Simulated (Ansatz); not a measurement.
**Sn2TeSe: the cell at several levels of theory**

How does the equilibrium cell of Sn2TeSe, ordered on the rocksalt lattice (P4/mmm) with 4 atoms a cell depend on the functional? It is relaxed with PBE and r2SCAN. This is a trial cell built on a prototype, not taken from a measured structure, and it needn't be the compound's ground state.

Code: Ansatz 0.2.0. PAW datasets, plane waves, zero pressure. No spin polarisation and no zero-point or thermal motion; the cell was built from a prototype and may be hypothetical.

**1. Starting point**

This is the cell as the run starts from it, not yet at rest; its lengths are not the crystal's.

The symmetry is P4/mmm (No. 123, tetragonal); conventional cell a = 4.006 Å, c = 5.665 Å, 22.72 Å³ an atom. Near Se stand 6 Sn at 2.83 Å; near Sn stand 2 Se at 2.83 Å and 4 Te at 2.83 Å; near Te stand 6 Sn at 2.83 Å; near Sn stand 2 Te at 2.83 Å and 4 Se at 2.83 Å.

As a file:

```
Se Sn Te
1.0
     4.00569    0.00000    0.00000
     0.00000    4.00569    0.00000
     0.00000    0.00000    5.66490
Se Sn Te
1 2 1
Direct
  0.00000 0.00000 0.00000
  0.00000 0.00000 0.50000
  0.50000 0.50000 0.00000
  0.50000 0.50000 0.50000
```

**2. Relaxing with PBE**

input.yaml

```yaml
crystal:
  lattice:
    - [4.0056899119, 0.0, 0.0]
    - [0.0, 4.0056899119, 0.0]
    - [0.0, 0.0, 5.664901]
  atoms:
    - { symbol: Se, position: [0.0, 0.0, 0.0] }
    - { symbol: Sn, position: [0.0, 0.0, 0.5] }
    - { symbol: Te, position: [0.5, 0.5, 0.5] }
    - { symbol: Sn, position: [0.5, 0.5, 0.0] }
kpoints:
  mp_grid: { grid: [6, 6, 4] }
hamiltonian:
  xc: pbe
scf:
  occupations: { method: fermi_dirac, width: 0.02 }
relax:
  f_tol: 0.005
  cell: {}
output:
  write_density: true
  write_potential: true
  elf: true
  volumetric_format: npy
```

Launch:

```
> ansatz run input.yaml --threads 2 --pin off --max-ram 2211MiB --backend cpu --events-out ev --progress --plain --runs-dir out
```

Log:

```text
Warning: RAYON_NUM_THREADS=2 ignored (pool sized by the plan → 2); use --threads N
Engine: ansatz 0.2.0, aarch64-unknown-linux-gnu
Pseudopotentials: kind: paw
Pseudopotential: Se, paw, valence charge 16, recommended cutoff 420 eV (normal), Se.paw.azcp
Pseudopotential: Sn, paw, valence charge 14, recommended cutoff 420 eV (normal), Sn.paw.azcp
Pseudopotential: Te, paw, valence charge 16, recommended cutoff 420 eV (normal), Te.paw.azcp
Functional definition: PBE
  parameter kappa = 0.804
  parameter beta = 0.06672455060314922
  exchange = pbe_x(kappa = kappa, mu = beta*pi^2/3)
  correlation = pbe_c(beta = beta)
Crystal: 4 atoms, lattice volume = 90.896 Å³
Basis set: ecut = 420 eV, 1787 PW (Γ), exchange–correlation on 54×54×80 points (8 copies of the dense FFT grid, shifted against one another)
Bands: 36, of which v1, the nominal top of the filled ones, is band 30 counted from 1 (29 counted from 0)
Symmetry: 16 space group operations
Space group: P4/mmm (ITA 123), of the structure as read, at distance tolerance 4.5e-5 Å
k-points: 30 of 144
Non-local potential: Se, projectors of the file, l = 0: 2, l = 1: 2, l = 2: 3, l = 3: 1
Non-local potential: Sn, projectors of the file, l = 0: 2, l = 1: 2, l = 2: 2, l = 3: 2
Non-local potential: Te, projectors of the file, l = 0: 2, l = 1: 2, l = 2: 2, l = 3: 2
PAW form: soft (Blöchl's): semilocal exchange-correlation on the pseudo side does not see the compensation charge
PAW one-centre angular grid: Se, 590 points (default); XC on 64 Gauss nodes
PAW one-centre angular grid: Sn, 590 points (default); XC on 64 Gauss nodes
PAW one-centre angular grid: Te, 590 points (default); XC on 64 Gauss nodes
Initial density: superposition of atomic densities (neutral atoms: chi_scale 0, normalization atom), corrected by the library's trained network
Initial wavefunctions: pseudopotential atomic-orbital guess
Functional: x = pbe(κ = 0.804, μ = 0.2195149727645171), c = pbe(β = 0.06672455060314922)
SCF iter   1: F=—  HF=-24496.983341 eV  |F-HF|=—  |Δ(HF+E_count)|=         —  Δρ=1.74e-3  dr2=3.14e-3  ethr=1.77e-3  ⟨swp⟩=9.2  Hψ=4951  notcnv=0
preconditioner: auto → Resta (q_TF=auto, 2.546 Å⁻¹)  ε∞=3.0  [insulator: Δε(μ)=0.066 eV  Ē_g=17.312 eV  σ=0.020 eV  W_gap=0.65  n_scr=28 (ndim 8)  ℏωp=24.6 eV  f_vac=0.000  D(μ)=0.57/eV (n_scr^D=0)  ε∞_Penn≈3.0]
SCF iter   2: F=—  HF=-24496.980141 eV  |F-HF|=—  |Δ(HF+E_count)|=   3.20e-3  Δρ=9.84e-4  dr2=6.97e-4  ethr=5.23e-6  ⟨swp⟩=2.3  Hψ=2211  notcnv=0  defer=33
SCF iter   3: F=—  HF=-24496.980081 eV  |F-HF|=—  |Δ(HF+E_count)|=   5.99e-5  Δρ=3.96e-4  dr2=1.22e-4  ethr=1.16e-6  ⟨swp⟩=2.0  Hψ=1626  notcnv=0  defer=33
SCF iter   4: F=—  HF=-24496.980095 eV  |F-HF|=—  |Δ(HF+E_count)|=   1.40e-5  Δρ=9.37e-5  dr2=7.61e-6  ethr=2.04e-7  ⟨swp⟩=2.0  Hψ=1298  notcnv=0  defer=33
SCF iter   5: F=—  HF=-24496.980069 eV  |F-HF|=—  |Δ(HF+E_count)|=   2.63e-5  Δρ=3.30e-5  dr2=8.93e-7  ethr=1.27e-8  ⟨swp⟩=2.0  Hψ=1787  notcnv=0  defer=33
SCF iter   6: F=-24496.980069 eV  HF=-24496.980069 eV  |F-HF|=2.87e-8  |Δ(HF+E_count)|=   2.31e-7  Δρ=4.72e-6  dr2=3.24e-8  ethr=1.67e-10  ⟨swp⟩=7.5  Hψ=7488  notcnv=0
SCF 1 converged in 6 iterations: F = -24496.980069 eV  dr2 = 3.24e-8
relax step   1: F+E_penalty+E_count = -24496.98006889 eV  Δ(F+E_penalty+E_count) = +0.000e0 eV  max|allowed force component| = 1.538e-29 eV/Å  Δτ_max = 0.0000 Å  P = +24.293 GPa  Ω = 90.896 Å³  (6 SCF iters, dr2 threshold 1.00e-7 eV, accepted)
Crystal: 4 atoms, lattice volume = 104.245 Å³
Basis set: ecut = 420 eV, 1995 PW (Γ), exchange–correlation on 54×54×80 points (8 copies of the dense FFT grid, shifted against one another)
Initial density: handed on by an earlier stage of this run
Initial wavefunctions: those handed on with the density
iter 1 solved again at ethr=1.37e-4 eV; its pass at ethr=3.10e-3 eV (dr2=8.24e-2 eV) is discarded
SCF iter   1: F=—  HF=-24498.344354 eV  |F-HF|=—  |Δ(HF+E_count)|=         —  Δρ=5.71e-3  dr2=8.11e-2  ethr=1.37e-4  ⟨swp⟩=2.0  Hψ=7273  notcnv=0
preconditioner: auto → LDOS  [insulator: Δε(μ)=0.298 eV  Ē_g=16.742 eV  σ=0.020 eV  W_gap=0.50  n_scr=28 (ndim 8)  ℏωp=23.0 eV  f_vac=0.012  D(μ)=0.70/eV (n_scr^D=2)  ε∞_Penn≈2.9  β→1.0]
SCF iter   2: F=—  HF=-24498.333644 eV  |F-HF|=—  |Δ(HF+E_count)|=   1.07e-2  Δρ=3.47e-3  dr2=2.88e-2  ethr=1.35e-4  ⟨swp⟩=3.7  Hψ=1809  notcnv=0  defer=1
preconditioner: auto → Resta (q_TF=auto, 2.488 Å⁻¹)  ε∞=2.9  [insulator: Δε(μ)=0.294 eV  Ē_g=16.832 eV  σ=0.020 eV  W_gap=0.51  n_scr=28 (ndim 8)  ℏωp=23.0 eV  f_vac=0.004  D(μ)=0.71/eV (n_scr^D=2)  ε∞_Penn≈2.9  β→0.5]
SCF iter   3: F=—  HF=-24498.325480 eV  |F-HF|=—  |Δ(HF+E_count)|=   8.16e-3  Δρ=8.87e-4  dr2=9.39e-4  ethr=4.79e-5  ⟨swp⟩=3.1  Hψ=1761  notcnv=0  defer=24
SCF iter   4: F=—  HF=-24498.325821 eV  |F-HF|=—  |Δ(HF+E_count)|=   3.41e-4  Δρ=2.58e-4  dr2=8.79e-5  ethr=1.56e-6  ⟨swp⟩=2.0  Hψ=2047  notcnv=0  defer=24
SCF iter   5: F=—  HF=-24498.325837 eV  |F-HF|=—  |Δ(HF+E_count)|=   1.57e-5  Δρ=9.38e-5  dr2=1.14e-5  ethr=1.46e-7  ⟨swp⟩=2.0  Hψ=1948  notcnv=0  defer=24
SCF iter   6: F=—  HF=-24498.325848 eV  |F-HF|=—  |Δ(HF+E_count)|=   1.10e-5  Δρ=2.53e-5  dr2=6.79e-7  ethr=1.89e-8  ⟨swp⟩=2.0  Hψ=1951  notcnv=0  defer=24
SCF iter   7: F=-24498.325848 eV  HF=-24498.325848 eV  |F-HF|=2.58e-8  |Δ(HF+E_count)|=   4.61e-7  Δρ=6.99e-6  dr2=5.34e-8  ethr=6.67e-10  ⟨swp⟩=9.6  Hψ=9321  notcnv=0
SCF 2 converged in 7 iterations: F = -24498.325848 eV  dr2 = 5.34e-8
relax step   2: F+E_penalty+E_count = -24498.32584843 eV  Δ(F+E_penalty+E_count) = -1.346e0 eV  max|allowed force component| = 3.155e-30 eV/Å  Δτ_max = 0.0000 Å  P = +9.583 GPa  Ω = 104.245 Å³  energy of the carried Pulay correction = -3.831e-3 eV  (7 SCF iters, dr2 threshold 4.00e-7 eV, accepted)
Crystal: 4 atoms, lattice volume = 115.244 Å³
Basis set: ecut = 420 eV, 2245 PW (Γ), exchange–correlation on 54×54×80 points (8 copies of the dense FFT grid, shifted against one another)
iter 1 solved again at ethr=8.21e-5 eV; its pass at ethr=3.10e-3 eV (dr2=4.93e-2 eV) is discarded
SCF iter   1: F=—  HF=-24498.733230 eV  |F-HF|=—  |Δ(HF+E_count)|=         —  Δρ=4.00e-3  dr2=4.78e-2  ethr=8.21e-5  ⟨swp⟩=2.0  Hψ=6996  notcnv=0
preconditioner: auto → LDOS  [insulator: Δε(μ)=0.648 eV  Ē_g=16.410 eV  σ=0.020 eV  W_gap=0.67  n_scr=28 (ndim 8)  ℏωp=21.9 eV  f_vac=0.018  D(μ)=0.94/eV (n_scr^D=2)  ε∞_Penn≈2.8  β→1.0]
SCF iter   2: F=—  HF=-24498.723683 eV  |F-HF|=—  |Δ(HF+E_count)|=   9.55e-3  Δρ=2.06e-3  dr2=8.47e-3  ethr=7.97e-5  ⟨swp⟩=3.7  Hψ=1952  notcnv=0
SCF iter   3: F=—  HF=-24498.721455 eV  |F-HF|=—  |Δ(HF+E_count)|=   2.23e-3  Δρ=3.55e-4  dr2=2.05e-4  ethr=1.41e-5  ⟨swp⟩=3.0  Hψ=2136  notcnv=0  defer=8
SCF iter   4: F=—  HF=-24498.721527 eV  |F-HF|=—  |Δ(HF+E_count)|=   7.26e-5  Δρ=1.52e-4  dr2=4.70e-5  ethr=3.41e-7  ⟨swp⟩=2.0  Hψ=2005  notcnv=0  defer=8
SCF iter   5: F=—  HF=-24498.721511 eV  |F-HF|=—  |Δ(HF+E_count)|=   1.64e-5  Δρ=3.78e-5  dr2=2.90e-6  ethr=7.84e-8  ⟨swp⟩=2.0  Hψ=1968  notcnv=0  defer=8
SCF iter   6: F=-24498.721512 eV  HF=-24498.721511 eV  |F-HF|=1.27e-8  |Δ(HF+E_count)|=   6.97e-7  Δρ=1.08e-5  dr2=1.64e-7  ethr=6.67e-10  ⟨swp⟩=10.6  Hψ=9589  notcnv=0
SCF 3 converged in 6 iterations: F = -24498.721512 eV  dr2 = 1.64e-7
relax step   3: F+E_penalty+E_count = -24498.72151150 eV  Δ(F+E_penalty+E_count) = -3.957e-1 eV  max|allowed force component| = 3.205e-30 eV/Å  Δτ_max = 0.0000 Å  P = +2.621 GPa  Ω = 115.244 Å³  energy of the carried Pulay correction = -6.619e-3 eV  (6 SCF iters, dr2 threshold 4.00e-7 eV, accepted)
[... 11 lines left out ...]
relax step   4: F+E_penalty+E_count = -24498.76776659 eV  Δ(F+E_penalty+E_count) = -4.626e-2 eV  max|allowed force component| = 9.072e-30 eV/Å  Δτ_max = 0.0000 Å  P = +0.599 GPa  Ω = 120.009 Å³  energy of the carried Pulay correction = -7.737e-3 eV  (6 SCF iters, dr2 threshold 4.00e-7 eV, accepted)
[... 10 lines left out ...]
relax step   5: F+E_penalty+E_count = -24498.77022323 eV  Δ(F+E_penalty+E_count) = -2.457e-3 eV  max|allowed force component| = 2.860e-30 eV/Å  Δτ_max = 0.0000 Å  P = -0.059 GPa  Ω = 121.694 Å³  energy of the carried Pulay correction = -8.121e-3 eV  (5 SCF iters, dr2 threshold 4.00e-7 eV, accepted)
[... 9 lines left out ...]
relax step   6: F+E_penalty+E_count = -24498.77028637 eV  Δ(F+E_penalty+E_count) = -6.315e-5 eV  max|allowed force component| = 9.466e-30 eV/Å  Δτ_max = 0.0000 Å  P = -0.001 GPa  Ω = 121.543 Å³  energy of the carried Pulay correction = -8.087e-3 eV  (5 SCF iters, dr2 threshold 1.13e-8 eV, accepted)
[... 12 lines left out ...]
relax step   7: F+E_penalty+E_count = -24498.77937021 eV  Δ(F+E_penalty+E_count) = -9.084e-3 eV  max|allowed force component| = 2.367e-29 eV/Å  Δτ_max = 0.0000 Å  P = +0.107 GPa  Ω = 121.543 Å³  stress off target by 1.25e-1 GPa  SCF on the basis re-selected at this cell (its energy is not comparable with the rows above)  (7 SCF iters)
[... 10 lines left out ...]
relax step   8: F+E_penalty+E_count = -24498.77942637 eV  Δ(F+E_penalty+E_count) = -5.617e-5 eV  max|allowed force component| = 1.943e-29 eV/Å  Δτ_max = 0.0000 Å  P = +0.007 GPa  Ω = 121.818 Å³  energy of the carried Pulay correction = -4.277e-5 eV  (5 SCF iters, dr2 threshold 3.91e-8 eV, accepted)
iter 1 solved again at ethr=1.94e-7 eV; its pass at ethr=3.10e-3 eV (dr2=1.17e-4 eV) is discarded
SCF iter   1: F=—  HF=-24498.779373 eV  |F-HF|=—  |Δ(HF+E_count)|=         —  Δρ=7.89e-5  dr2=1.60e-7  ethr=1.94e-7  ⟨swp⟩=3.5  Hψ=7594  notcnv=0
preconditioner: auto → Resta (q_TF=auto, 2.425 Å⁻¹)  ε∞=4.5  [insulator: Δε(μ)=0.146 eV  Ē_g=8.087 eV  σ=0.020 eV  W_gap=0.95  n_scr=28 (ndim 8)  ℏωp=15.0 eV  f_vac=0.015  D(μ)=0.10/eV (n_scr^D=0)  ε∞_Penn≈4.5]
SCF iter   2: F=—  HF=-24498.779429 eV  |F-HF|=—  |Δ(HF+E_count)|=   5.63e-5  Δρ=3.99e-5  dr2=4.20e-8  ethr=2.66e-10  ⟨swp⟩=2.9  Hψ=2012  notcnv=0
SCF iter   3: F=—  HF=-24498.779466 eV  |F-HF|=—  |Δ(HF+E_count)|=   3.67e-5  Δρ=1.11e-6  dr2=9.09e-10  ethr=7.01e-11  ⟨swp⟩=2.0  Hψ=1209  notcnv=0
SCF iter   4: F=—  HF=-24498.779466 eV  |F-HF|=—  |Δ(HF+E_count)|=   1.84e-8  Δρ=3.13e-7  dr2=1.48e-10  ethr=1.51e-12  ⟨swp⟩=2.1  Hψ=1859  notcnv=0
SCF iter   5: F=-24498.779466 eV  HF=-24498.779466 eV  |F-HF|=1.82e-11  |Δ(HF+E_count)|=  5.82e-10  Δρ=1.20e-7  dr2=3.09e-11  ethr=1.00e-12  ⟨swp⟩=7.6  Hψ=5280  notcnv=0
SCF 9 converged in 5 iterations: F = -24498.779466 eV  dr2 = 3.09e-11
relax step   9: F+E_penalty+E_count = -24498.77946607 eV  Δ(F+E_penalty+E_count) = -3.970e-5 eV  max|allowed force component| = 1.213e-29 eV/Å  Δτ_max = 0.0000 Å  P = +0.007 GPa  Ω = 121.818 Å³  stress off target by 1.82e-2 GPa  SCF on the basis re-selected at this cell (its energy is not comparable with the rows above)  (5 SCF iters)
basis re-selected at this cell: Δ(F+E_penalty+E_count) = -3.970e-5 eV, ΔP = -0.000 GPa vs the last step (what re-selecting the basis moved, of the pressure what is left beyond the Pulay correction that the steps carried, after the strain that the cell walked since its last selection, with what the two solves' SCF thresholds leave and, on support functions, any second-order correction that the steps lacked; it is no measure of the basis error at this ecutwfc). This SCF's stress stands 1.82e-2 GPa from its target on what of the cell is left free (relax.cell.stress_tol is 5.00e-2 GPa) and its largest allowed force component is 1.21e-29 eV/Å (relax.f_tol is 5.00e-3 eV/Å): within both
SCF converged after 5 iterations
Free energy (F): -24498.779466 eV
Harris-Foulkes:  -24498.779466 eV  (|F-HF|=1.82e-11)
Internal energy: -24498.779274 eV  (E = F + TS)
E sigma→0 (E₀):  -24498.779370 eV
Entropy (-TS):   -0.000192 eV (-0.048 meV/atom)
Fermi energy:    9.056158 eV
--- Per-component energies (eV) ---
  E_band       = -859.570124
  E_kinetic    = 667.365535
  E_local      = -5614.427614  (includes V_loc(G=0)·N_el)
  E_nonlocal   = -971.501415
  E_hartree    = 3157.132802
  E_xc         = -994.432997
  E_vxc        = -394.560956  (∫ρ·V_xc dr)
  E_paw        = -14839.525034  (= ΣΔE_a)
  E_vpaw       = -860.710728  (= ΣTr[D̂ρ^β])
  E_aug_tail   = -0.000792  (compensation charges beyond the density's cutoff)
  E_ewald      = -5903.389758
  E_smearing   = -0.000192  (= −TS)
  E_closure    = 0.000000  (closes the sum)
  Σ components = -24498.779466   (vs F -24498.779466, Δ=0.00e0)
--- Forces (eV/Å), atoms counted from 1 ---
  atom   1  Se     0.00000000    -0.00000000     0.00000000
  atom   2  Sn    -0.00000000    -0.00000000     0.00000000
  atom   3  Te     0.00000000     0.00000000     0.00000000
  atom   4  Sn     0.00000000     0.00000000     0.00000000
  max |Σ_I F_I| component: 2.78e-29 eV/Å
--- Stress (GPa, compression-positive) ---
        0.001341       0.000000       0.000000
        0.000000       0.001341       0.000000
        0.000000       0.000000       0.018224
  P = ⅓ Tr σ = 0.0070 GPa (0.070 kbar)
--- Band table (eV; the first three rows and the last of 30) ---
  k-point 0: bands = ["-38.8113", "-38.8096", "-38.8096", "-38.8078", "-38.8068", "-28.1161", "-28.1120", "-28.1099", "-28.1055", "-28.1055", "-12.9815", "-12.9652", "-12.9627", "-12.9627", "-12.9555", "-12.9475", "-12.9408", "-12.9396", "-12.9343", "-12.9343", "-4.4008", "-2.8914", "2.5465", "3.5747", "3.9239", "5.3296", "5.3296", "6.7512", "6.7512", "6.8001", "11.5054", "12.3147", "12.4862", "12.4862", "13.7888", "13.7888"]
  k-point 1: bands = ["-38.8113", "-38.8096", "-38.8096", "-38.8078", "-38.8068", "-28.1161", "-28.1120", "-28.1099", "-28.1055", "-28.1055", "-12.9801", "-12.9651", "-12.9622", "-12.9622", "-12.9553", "-12.9481", "-12.9410", "-12.9397", "-12.9350", "-12.9350", "-4.3007", "-3.0602", "2.1728", "3.3645", "4.8013", "5.4992", "5.4992", "6.4969", "6.4969", "7.7209", "10.5427", "11.6975", "12.4673", "12.4673", "13.2443", "13.4445"]
  k-point 2: bands = ["-38.8113", "-38.8096", "-38.8096", "-38.8078", "-38.8068", "-28.1161", "-28.1120", "-28.1098", "-28.1055", "-28.1055", "-12.9786", "-12.9650", "-12.9617", "-12.9617", "-12.9551", "-12.9489", "-12.9412", "-12.9398", "-12.9356", "-12.9356", "-4.1672", "-3.2614", "2.0886", "2.8959", "5.8963", "5.8963", "6.0187", "6.0187", "6.8788", "7.0889", "10.6768", "10.9024", "12.0647", "12.5998", "12.5998", "12.7211"]
  k-point 29: bands = ["-38.8113", "-38.8096", "-38.8096", "-38.8079", "-38.8067", "-28.1166", "-28.1103", "-28.1092", "-28.1057", "-28.1057", "-12.9712", "-12.9681", "-12.9638", "-12.9638", "-12.9587", "-12.9519", "-12.9393", "-12.9377", "-12.9377", "-12.9254", "-3.6403", "-2.1952", "1.7788", "1.7990", "4.0628", "4.0628", "4.5029", "4.5029", "7.7225", "8.2481", "9.8549", "10.0112", "12.8402", "12.8402", "14.1396", "14.1396"]
--- Relaxed structure (7 steps of the walk, 7 accepted, 2 SCFs on fresh bases) ---
  F+E_penalty+E_count = -24498.77946607 eV   max|allowed force component| = 1.213e-29 eV/Å   (the final SCF, on the basis selected at the relaxed cell)
  cell:  # Å, volume = 121.8183 Å³
    - [4.408588282174094, 8.364566528612568e-34, 0.0]
    - [8.364566528612568e-34, 4.408588282174094, 0.0]
    - [0.0, 0.0, 6.267776753868327]
  atoms:
    - { symbol: Se, position: [1.5643597275033582e-35, 3.013611279074213e-36, 0.0] }
    - { symbol: Sn, position: [1.4823387327981068e-35, 2.9079670640692375e-36, 0.5] }
    - { symbol: Te, position: [0.5, 0.5, 0.5] }
    - { symbol: Sn, position: [0.5, 0.5, 0.0] }
```

Wall time 55 s (2 threads of an Arm CPU, shared host); peak memory 0.48 GiB.

Ionic steps:

```tsv
step	energy change (meV/atom)	largest force (eV/Å)	pressure (GPa)	volume (Å³/atom)
1	0.0	0.0000	24.29	22.724
2	-336.4	0.0000	9.58	26.061
3	-435.4	0.0000	2.62	28.811
4	-446.9	0.0000	0.60	30.002
5	-447.5	0.0000	-0.06	30.423
6	-447.6	0.0000	0.00	30.386
7	-449.8	0.0000	0.11	30.386
8	-449.8	0.0000	0.01	30.455
9	-449.8	0.0000	0.01	30.455
```

Step 7 solves the same cell on a plane-wave basis chosen anew, so the energy can jump there without a move.

The table lists every geometry solved, with passes on a fresh basis, whose energies don't compare exactly with the rows above.

|  | before | after | change |
| --- | --- | --- | --- |
| a (Å) | 4.006 | 4.409 | +10.06 % |
| c (Å) | 5.665 | 6.268 | +10.64 % |
| volume (Å³/atom) | 22.724 | 30.455 | +34.02 % |
| shortest distance (Å) | 2.832 | 3.117 | +10.06 % |
| space group | P4/mmm | P4/mmm | same |

Density in a lattice plane of the grid's cell (edges 4.41 and 6.27 Å, at 0.000 of the third edge), which holds Se and Sn.

Ten even steps from '0' (0.02 e/Å³) to '9' (45.34 e/Å³):
```
4200000000000002
0000000000000000
0000000000000000
0000000000000000
0000000000000000
0000000000000000
0000000000000000
0000000000000000
2100000000000001
3200000000000002
2100000000000001
0000000000000000
0000000000000000
0000000000000000
0000000000000000
0000000000000000
0000000000000000
0000000000000000
4200000000000002
9510000000000015
```
Columns run along the first of these edges and rows up along the second, over one cell in 16 and 20 even steps from the bottom left corner. Atoms in the plane (fractional): Se at (0.00, 0.00), Sn at (0.00, 0.50).

ELF in the same plane.

Ten even steps from '0' (0.00) to '9' (0.79):
```
4699973101379996
9999852000258999
9998631000136899
8875310000013578
4432100000001234
3333110000011333
4443310000013344
2344431000134443
0024431101134420
0014432101234410
0024431101134420
2344431000134443
4443310000013344
3333110000011333
4432100000001234
8875310000013578
9998631000136899
9999852000258999
4699973101379996
1389973101379983
```
Columns run along the first of these edges and rows up along the second, over one cell in 16 and 20 even steps from the bottom left corner. Atoms in the plane (fractional): Se at (0.00, 0.00), Sn at (0.00, 0.50).

Both are smooth fields of the valence electrons: close to the nuclei they are not physical.

Outside the cores ELF peaks at 0.80 in the shell around Se, 0.8 Å from Se; 0.64 on the Te–Sn line, 1.3 Å from Te; 0.64 beside Te, off the lines to its neighbours, 1.3 Å from Te.

**3. Relaxing with r2SCAN**

Start: the result of step 2.

Edit input.yaml of step 2 so:

```diff
@@ -2,5 +2,5 @@
   lattice:
-    - [4.0056899119, 0.0, 0.0]
-    - [0.0, 4.0056899119, 0.0]
-    - [0.0, 0.0, 5.664901]
+    - [4.4085882822, 0.0, 0.0]
+    - [0.0, 4.4085882822, 0.0]
+    - [0.0, 0.0, 6.2677767539]
   atoms:
@@ -13,3 +13,3 @@
 hamiltonian:
-  xc: pbe
+  xc: r2scan
 scf:
```

Launch:

```
> ansatz run input.yaml --threads 2 --pin off --max-ram 2211MiB --backend cpu --events-out ev --progress --plain --runs-dir out
```

Log, shortened:

```text
Warning: RAYON_NUM_THREADS=2 ignored (pool sized by the plan → 2); use --threads N
[...]
[... 1 set-up line as earlier in the session ...]
Pseudopotential: Se, paw, valence charge 16, recommended cutoff 500 eV (meta_gga), Se.paw.azcp
Pseudopotential: Sn, paw, valence charge 14, recommended cutoff 500 eV (meta_gga), Sn.paw.azcp
Pseudopotential: Te, paw, valence charge 16, recommended cutoff 500 eV (meta_gga), Te.paw.azcp
Functional definition: r2SCAN
[...]
Crystal: 4 atoms, lattice volume = 121.818 Å³
Basis set: ecut = 500 eV, 3043 PW (Γ), exchange–correlation on 144×144×192 points (64 copies of the dense FFT grid, shifted against one another)
Bands: 36, of which v1, the nominal top of the filled ones, is band 30 counted from 1 (29 counted from 0)
[... 1 set-up line as earlier in the session ...]
Space group: P4/mmm (ITA 123), of the structure as read, at distance tolerance 5.0e-5 Å
k-points: 30 of 144
[...]
  atom   3  Te     0.00000000     0.00000000     0.00000000
  atom   4  Sn     0.00000000     0.00000000     0.00000000
[...]
--- Stress (GPa, compression-positive) ---
       -0.010622       0.000000       0.000000
        0.000000      -0.010622       0.000000
        0.000000       0.000000      -0.015181
  P = ⅓ Tr σ = -0.0121 GPa (-0.121 kbar)
--- Band table (eV; the first three rows and the last of 30) ---
[...]
--- Relaxed structure (3 steps of the walk, 3 accepted, 1 SCFs on fresh bases) ---
  F+E_penalty+E_count = -24551.43271525 eV   max|allowed force component| = 2.155e-29 eV/Å   (the final SCF, on the basis selected at the relaxed cell)
  cell:  # Å, volume = 119.4995 Å³
    - [4.380976500401702, 8.563917946158263e-35, 0.0]
    - [8.563917946158263e-35, 4.380976500401702, 0.0]
    - [0.0, 0.0, 6.226216017082633]
  atoms:
    - { symbol: Se, position: [6.020671639657349e-36, -3.459619775223831e-37, 0.0] }
    - { symbol: Sn, position: [5.314082629688705e-36, 1.0245540644545333e-36, 0.49999999999999994] }
    - { symbol: Te, position: [0.5, 0.5, 0.49999999999999994] }
    - { symbol: Sn, position: [0.5, 0.5, 0.0] }
```

Run time: 68 s. Hardware: 2 threads of an Arm CPU, shared host; peak memory 0.76 GiB.

Ionic steps:

```tsv
step	energy change (meV/atom)	largest force (eV/Å)	pressure (GPa)	volume (Å³/atom)
1	0.0	0.0000	-0.90	30.455
2	-1.4	0.0000	0.43	29.605
3	-1.7	0.0000	-0.01	29.875
4	-1.7	0.0000	-0.01	29.875
```

The table lists every geometry solved, with passes on a fresh basis, whose energies don't compare exactly with the rows above.

```
                       before   after   change
                a (Å)   4.409   4.381  -0.63 %
                c (Å)   6.268   6.226  -0.66 %
     volume (Å³/atom)  30.455  29.875  -1.90 %
shortest distance (Å)   3.117   3.098  -0.63 %
          space group  P4/mmm  P4/mmm     same
```

(Part 1 of 2 ends here.)
